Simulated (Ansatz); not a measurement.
# CuF (triplet): from Hartree-Fock to the top rungs, def2-QZVPP

One table from this session's results is given with a row withheld; the runs are named, their logs left out.

Method: def2-QZVPP, core rule «outside noble gas», up to 10 orbitals frozen; program: Ansatz 0.2.0, Gaussian basis.

To be run: UHF; ROHF; CCSD(T) on UHF.

2 further runs of the same task are left out: 2 set aside as unsound or not needed.

## The system

The geometry is a PBE0/def2-TZVP stationary point (not a proven minimum) of the parent state, kept for this charge and spin.

2 atoms, charge 0, spin multiplicity 3.

Atoms are counted from 1 here; the program's logs count them from 0.

Bond lengths: Cu1–F2 1.765 Å.

Set-up of the first run:

in.yaml

```yaml
crystal:
  periodic: [false, false, false]
  atoms:
    - {symbol: Cu, position_ang: [0.000000, 0.000000, 0.000000]}
    - {symbol: F, position_ang: [0.000000, 0.000000, 1.764798]}
basis:
  gaussian: {orbitals: "def2-QZVPP.json"}
magnetization: {spin_polarized: true, initial_magnetization: 2}
hamiltonian: {xc: hf}
output: {orbitals: {seedname: orbitals}}
```

The run is started by

```
> ansatz run in.yaml --threads 1 --pin off --events-out ev --progress --plain --max-ram 4096MiB --backend cpu
```

Steps of the session up to this table: UHF; ROHF; CCSD(T) on UHF.

One table of the session follows, with a row left open; its other results are not shown here.

```
  method  from UCCSD(T) (kcal/mol)
    ROHF                   +433.23
     UHF                         ?
    UMP2                     -3.17
   UCCSD                    +14.37
UCCSD(T)                         0
```

Q: Estimate the row for UHF from the others.

**Answer.** from UCCSD(T) (kcal/mol): +430.71. In the column «from UCCSD(T) (kcal/mol)» it lies between UCCSD (+14.37) and ROHF (+433.23).
